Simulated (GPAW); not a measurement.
**Mg3GaO4 in GPAW: the effect of strain hydrostatic**

Mg3GaO4:

```
CELL_PARAMETERS angstrom
4.18895 0.00000 0.00000
0.00000 4.18895 0.00000
0.00000 0.00000 4.18895
ATOMIC_POSITIONS crystal
Ga 0.00000 0.00000 0.00000
Mg 0.50000 0.50000 0.00000
Mg 0.50000 0.00000 0.50000
Mg 0.00000 0.50000 0.50000
O 0.00000 0.50000 0.00000
O 0.00000 0.00000 0.50000
O 0.50000 0.50000 0.50000
O 0.50000 0.00000 0.00000
```

The cell comes from a database or a generator and needn't be the stable form of this composition.

Alike in all runs:

```yaml
Program: GPAW 26.7.0
Task: band structure
Functional: PBEsol
Potentials_or_basis: PAW data sets generated in the run's folder for this functional
Cutoff: 800 eV
Basis: pw
k_mesh: 6 × 6 × 6
Occupations: fermi-dirac, width 0.05 eV
Spin: no spin polarisation
Maxiter: 150
Band_path: GXMGRX,MR
Band_points: 60
```

```tsv
strain hydrostatic	pressure (GPa)
-0.04	18.3
-0.02	5.5
-0.01	0.3
0	-4.2
0.01	?
0.02	-11.5
0.04	-16.9
```

Q: What does the run with strain hydrostatic 0.01 give?

A: Pressure -8.1 GPa.

Worked out: A parabola through the other rows of the pressure, of slope -375 GPa per unit of strain hydrostatic there, gives -8.3 GPa, against the run's -8.1.

Caveats: the density grid can change from cell to cell, which puts small steps into energies and stress; an odd number of electrons without spin polarisation forces a metal; a magnetic or distorted state may lie lower.

Runs at the PBE level aren't shown here.
